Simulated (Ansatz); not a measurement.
# Cu(NH3)(OH) (CuH₄NO): the relaxed shape and its frontier levels

Aim: characterise Cu(NH3)(OH) (CuH₄NO) as a singlet: its structure, frontier levels and distribution of charge.

Computed with Ansatz 0.2.0, Gaussian basis. Level: RKS PBE0-D4/def2-TZVP.

Plan: relaxation at r2SCAN-D4/def2-TZVP; a search for the lowest solution at PBE0-D4/def2-SVP; a single point at PBE0-D4/def2-TZVP.

### 1 The starting structure

7 atoms, charge 0, spin multiplicity 1.

Atoms are counted from 1 here; the program's logs count them from 0.

Bond lengths: Cu1–N2 1.833 Å, Cu1–O6 1.716 Å, N2–H3 1.016 Å, N2–H4 1.016 Å, N2–H5 1.016 Å, O6–H7 0.956 Å. Angles: N2–Cu1–O6 174.6°, Cu1–N2–H3 107.0°, Cu1–N2–H4 109.6°, Cu1–N2–H5 109.3°, H3–N2–H4 110.3°, H3–N2–H5 110.2°, H4–N2–H5 110.4°, Cu1–O6–H7 112.2°.

Coordinates:

```mol
CuH4NO
  3D, bonds by distance, orders not assigned

  7  6  0  0  0  0  0  0  0  0999 V2000
   -0.0230    0.0503   -0.6364 Cu  0  0
   -0.0574    0.0829    1.1955 N   0  0
   -0.5003    0.9561    1.4686 H   0  0
    0.8923    0.0425    1.5554 H   0  0
   -0.5992   -0.7069    1.5353 H   0  0
   -0.0747    0.1570   -2.3486 O   0  0
    0.3623   -0.5820   -2.7699 H   0  0
  1  2  8  0
  1  6  8  0
  2  3  8  0
  2  4  8  0
  2  5  8  0
  6  7  8  0
M  END
```

Formally the metal is d10. No spin-orbit coupling is included.

The start is a GFN2-xTB geometry.

### 2 Relaxation at r2SCAN-D4/def2-TZVP

Contents of in.yaml:

```yaml
crystal:
  periodic: [false, false, false]
  atoms:
    - {symbol: Cu, position_ang: [-0.023010, 0.050350, -0.636390]}
    - {symbol: N, position_ang: [-0.057430, 0.082870, 1.195550]}
    - {symbol: H, position_ang: [-0.500290, 0.956090, 1.468640]}
    - {symbol: H, position_ang: [0.892290, 0.042490, 1.555350]}
    - {symbol: H, position_ang: [-0.599170, -0.706870, 1.535350]}
    - {symbol: O, position_ang: [-0.074690, 0.157050, -2.348570]}
    - {symbol: H, position_ang: [0.362300, -0.581990, -2.769920]}
basis:
  gaussian: {orbitals: def2-TZVP}
hamiltonian: {xc: r2scan, dispersion: d4}
scf: {lower_state_search: "off"}
output: {orbitals: {seedname: orbitals}}
relax: {f_tol: 0.02, max_steps: 100}
```

Launch:

```bash
> ansatz run in.yaml --threads 4 --pin off --events-out ev --progress --plain --max-ram 3916MiB
```

The runs that follow: Searching for the lowest solution, PBE0-D4/def2-SVP; Single point, PBE0-D4/def2-TZVP.

Q: Predict the results of all the runs planned. Wanted: point group; near neighbours of the metal; HOMO, LUMO at PBE0-D4/def2-TZVP; charge on the metal; dipole at r2SCAN-D4/def2-TZVP.

As calculated:

```
                                         quantity             value
                                      point group                C1
                     near neighbours of the metal  N 1.91, O 1.77 Å
                  HOMO, LUMO at PBE0-D4/def2-TZVP   -5.63, -0.53 eV
charge on the metal (Mulliken, PBE0-D4/def2-TZVP)           +0.19 e
                    dipole at r2SCAN-D4/def2-TZVP            7.32 D
```

In words: The molecule keeps its bonding pattern by the stored test; the atoms moved 0.07 Å (rms). The metal has 2 near neighbours by the distance rule, from 1.77 to 1.91 Å. The Mulliken charge of the metal, +0.19 e, depends on the basis and isn't its oxidation state. No usable vibrations, so a minimum isn't proven. The HOMO lies nearest to O6 64 %; Cu1 28 % and the LUMO to H3, H4, H5 about 24 % each; Cu1 15 %. Whether this spin is the lowest isn't tested here. The point group is read from a loosely relaxed geometry; soft torsions can leave it below the true symmetry.
